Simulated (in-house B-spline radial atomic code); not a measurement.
# Xe⁶⁺: ionisation energy by several methods

One table from this session's results is given with a row withheld; the runs are named, their logs left out.

Method: scalar-relativistic (X2C), several functionals, spin-polarised; spherical all-electron atom at the radial basis limit. Code: in-house B-spline radial atomic code version 1.

**The system**

| Quantity | Value |
| --- | --- |
| element | xenon (Z = 54) |
| charge | +6 |
| electrons | 48 |
| configuration | [Kr] 4d10 5s2 |
| nucleus | Fermi, rms radius 4.786 fm |

The outer shells:

[Kr] 4d10 5s2
```
[Kr] core
4d [↑↓][↑↓][↑↓][↑↓][↑↓]
5s [↑↓]
```

Where spins are not typed, each open shell is filled with up spins first.

The first run:

The run's settings:

```ini
Z = 54
electrons = 48.0
configuration = [Kr] 4d10 5s2
hamiltonian = x2c
method = hf
spin_polarised = True
nucleus = fermi
rms_radius = 4.7859
mass_number = 132
atomic_mass = 131.90415508346
speed_of_light = 137.035999084
```

Steps of the session up to this table: Hartree-Fock; RPBE; AM05; BHandHLYP; exchange-only LDA; PBE.

One table of the session follows, with a row left open; its other results are not shown here.

```
           method  ΔSCF (eV)
exchange-only LDA     91.361
             RPBE          ?
             AM05     92.398
              PBE     92.506
        BHandHLYP     91.841
     Hartree-Fock     89.652
```

Estimate the missing values for RPBE.

**Answer.** ΔSCF (eV): 92.264. In the column «ΔSCF (eV)» it lies between BHandHLYP (91.841) and AM05 (92.398).
